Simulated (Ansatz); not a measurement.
**WNH (quintet): wave-function methods side by side, def2-TZVPP**

One table from this session's results is given with a row withheld; the runs are named, their logs left out.

Method: def2-TZVPP, core rule «outside noble gas», up to 5 orbitals frozen; program: Ansatz 0.2.0, Gaussian basis.

The runs, in order: UHF; CCSD(T) on ROHF; CCSD(T) on UHF; CCSDT(Q) on ROHF; CCSDT(Q) on UHF; CASSCF and NEVPT2, 12 electrons in 11 orbitals.

4 further runs of the same task are left out: 1 for a known fault of the program, 3 set aside as unsound or not needed.

## What is computed

The geometry is a PBE0/def2-TZVP stationary point (not a proven minimum) of the parent state, kept for this charge and spin. No spin-orbit coupling is included. Elements past krypton take def2 core potentials.

3 atoms, charge 0, spin multiplicity 5.

Atoms are counted from 1 here; the program's logs count them from 0.

Bond lengths: W1–N2 1.692 Å, N2–H3 1.008 Å. Angles: W1–N2–H3 180.0°.

As a file:

```xyz
3
HNW
W     0.0000    0.0000   -1.4643
N     0.0000    0.0000    0.2281
H     0.0000    0.0000    1.2362
```

The first run:

in.yaml

```yaml
crystal:
  periodic: [false, false, false]
  atoms:
    - {symbol: W, position_ang: [0.000000, 0.000000, -1.464300]}
    - {symbol: N, position_ang: [0.000000, 0.000000, 0.228100]}
    - {symbol: H, position_ang: [0.000000, 0.000000, 1.236200]}
basis:
  gaussian: {orbitals: def2-TZVPP}
magnetization: {spin_polarized: true, initial_magnetization: 4}
hamiltonian: {xc: hf}
output: {orbitals: {seedname: orbitals}}
```

Launch:

```bash
$ ansatz run in.yaml --threads 1 --pin off --events-out ev --progress --plain --max-ram 3968MiB --backend cpu
```

Among the steps run: UHF; CCSD(T) on ROHF; CCSD(T) on UHF; CCSDT(Q) on ROHF; CCSDT(Q) on UHF; CASSCF and NEVPT2, 12 electrons in 11 orbitals.

One table of the session follows, with a row left open; its other results are not shown here.

It belongs to the step «Misses and costs». 

| method | from RCCSDT(Q) (meV) |
| --- | --- |
| ROHF | +10085.2 |
| UHF | +9706.5 |
| RMP2 | +503.1 |
| UMP2 | +733.4 |
| RCCSD | +582.1 |
| UCCSD | +490.2 |
| RCCSD(T) | +16.4 |
| UCCSD(T) | -38.0 |
| RCCSDT | ? |
| UCCSDT | -64.0 |
| RCCSDT(Q) | 0 |
| UCCSDT(Q) | -102.7 |
| CASSCF valence | +7601.8 |
| NEVPT2 valence | +1458.5 |

**Question.** Estimate the row for RCCSDT.

**Answer.** from RCCSDT(Q) (meV): +18.4. In the column «from RCCSDT(Q) (meV)» it lies between RCCSD(T) (+16.4) and UCCSD (+490.2).

Limits of these values: Restricted and unrestricted rows rest on different reference determinants; where their highest levels disagree by more than a few hundredths of an eV, they describe different states and don't form one ladder.
